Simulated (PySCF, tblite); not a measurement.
**C7H13B: geometry, infrared bands, NMR shifts, electronic excitations and core binding energies**

Wanted: the infrared bands, NMR shifts, electronic excitations and core binding energies of C7H13B (`C=CC[C@H]1CBCC1`), by calculation.

Computed with tblite 0.8.0 and PySCF 2.14.0, with density-fitted response routines of our own, on a single molecule in the gas phase. Atoms are numbered from 0 throughout.

**1. The starting structure**

21 atoms, charge 0, multiplicity 1; geometry from: force field or distance geometry start.

Bonds of the start (Å): C0–C1 1.34, C1–C2 1.50, C2–C3 1.56, C3–C4 1.52, C4–B5 1.58, B5–C6 1.57, C6–C7 1.53, C7–C3 1.54, C0–H8 1.08, C0–H9 1.10, C1–H10 1.08, C2–H11 1.11, C2–H12 1.11, C3–H13 1.11, C4–H14 1.11, C4–H15 1.11, B5–H16 1.18, C6–H17 1.11, C6–H18 1.11, C7–H19 1.11, C7–H20 1.11.

**2. Relaxing the molecule with GFN2-xTB**

The job: settings as JSON, then the geometry in Å.

```
{"job": {"kind": "relax", "xc": "GFN2-xTB", "basis": "xTB"}, "charge": 0, "multiplicity": 1}
C      2.892100     0.778500     0.680700
C      2.385300    -0.213900    -0.064700
C      1.108600    -0.909200     0.306800
C     -0.122300     0.014900     0.069200
C     -0.306900     0.400900    -1.384600
B     -1.869600     0.588500    -1.544000
C     -2.562400     0.001200    -0.259700
C     -1.423000    -0.664800     0.521000
H      3.827800     1.244800     0.404700
H      2.355900     1.136100     1.568100
H      2.945400    -0.565800    -0.921600
H      1.135500    -1.225700     1.370400
H      0.994800    -1.822800    -0.305200
H      0.002800     0.934700     0.680400
H      0.019500    -0.396100    -2.079300
H      0.230700     1.347100    -1.611100
H     -2.278400     1.598600    -1.998300
H     -3.011900     0.818900     0.336600
H     -3.344800    -0.736900    -0.529900
H     -1.577000    -0.565600     1.619400
H     -1.411000    -1.746600     0.265100
```

Started as:

```sh
OMP_NUM_THREADS=1 python probes_run.py task.json out
```

One launch serves the whole session: the jobs run in the order shown.

**Question.** This job is followed by: GFN2-xTB harmonic vibrations, gas phase; PBE0-D3(BJ)/def2-SVP geometry optimisation, gas phase; GIAO PBE0/pcSseg-1 NMR shielding, non-relativistic, gas phase; TDDFT B3LYP/def2-SVPD, vertical, gas phase, core orbitals frozen in the response; GIAO CAM-B3LYP/pcSseg-1 NMR shielding, non-relativistic, gas phase; delta-SCF UKS SCAN, pcX-2 on the ionised atom, pcseg-1 elsewhere, spin-free X2C. What will the session give for the following? strongest single infrared mode (GFN2-xTB); zero-point energy (GFN2-xTB); point group; rotational constants (main isotopes); 13C shifts against TMS (PBE0/pcSseg-1); 1H shifts against TMS (PBE0/pcSseg-1); 11B shifts against BF3·OEt2 (PBE0/pcSseg-1); lowest singlet (B3LYP/def2-SVPD); brightest single state of those computed; lowest triplet; vertical ionisation energy (ΔSCF); C1s binding energies, SCAN/pcX-2; B1s binding energies, SCAN/pcX-2; range of the shift of B5.

The runs gave:

| quantity | value |
| --- | --- |
| strongest single infrared mode (GFN2-xTB) | 2666 cm⁻¹, 165 km/mol |
| zero-point energy (GFN2-xTB) | 113.9 kcal/mol |
| point group | C1 |
| rotational constants (main isotopes) | 5.17, 1.07, 0.95 GHz |
| 13C shifts against TMS (PBE0/pcSseg-1) | 148.4, 122.3, 46.0, 45.4, 39.5, 36.9, 34.0 ppm |
| 1H shifts against TMS (PBE0/pcSseg-1) | 7.95, 6.30, 5.36, 5.27, 2.38, 2.26, 2.03, 2.03, 1.76, 1.46, 1.01, 0.73, 0.18 ppm |
| 11B shifts against BF3·OEt2 (PBE0/pcSseg-1) | 93.1 ppm |
| lowest singlet (B3LYP/def2-SVPD) | 5.51 eV (225 nm), f = 0.000 |
| brightest single state of those computed | state 7, 7.13 eV, f = 0.247 |
| lowest triplet | 4.42 eV |
| vertical ionisation energy (ΔSCF) | 9.31 eV |
| C1s binding energies, SCAN/pcX-2 | C2 290.42, C1 290.34, C3 290.26, C7 290.26, C0 289.95, C6 289.92, C4 289.82 eV |
| B1s binding energies, SCAN/pcX-2 | B5 195.58 eV |
| range of the shift of B5 | 93.1 to 96.9 ppm |

In words: Relaxing lowered the energy by 0.511 eV in 123 steps; the close pair that moved most is C3–C4, from 1.515 to 1.540 Å (GFN2-xTB). All 57 modes are real, so the xTB geometry is a minimum. The strongest single mode, at 2666 cm⁻¹, moves mainly H16. GFN2-xTB is a fitted tight-binding method: band positions and strengths are rough. Its intensities can rank the bands wrongly. The optimisation took 6 steps and gained 0.185 eV; among the close pairs (by a distance rule), B5–H16 changed most, from 1.167 to 1.211 Å (PBE0/def2-SVP). C1 (alkene CH) lies farthest downfield among carbon, at 148.4 ppm; an sp2 carbon of a C=C bond. At PBE0/pcSseg-1: Shielding is most anisotropic at C1 (span 249 ppm, paramagnetic term -220 ppm). The first singlet state (HOMO→LUMO 0.95) lies at 5.51 eV and is dark; of the 10 states computed, the strongest absorption comes from state 7 at 7.13 eV. The lowest triplet lies 1.10 eV below the lowest singlet (triplets in Tamm-Dancoff, singlets in full TDDFT). The orbital energy would give 7.12 eV for ionisation, ΔSCF gives 9.31 eV. C2 (allylic sp3 CH2) binds its C1s electron 0.61 eV more tightly than C4 (sp3 CH2 bonded to B). In ppm, B5 moves most: its shift spreads over 3.8 ppm, from 93.1 (PBE0/pcSseg-1) to 96.9 (CAM-B3LYP/pcSseg-1).
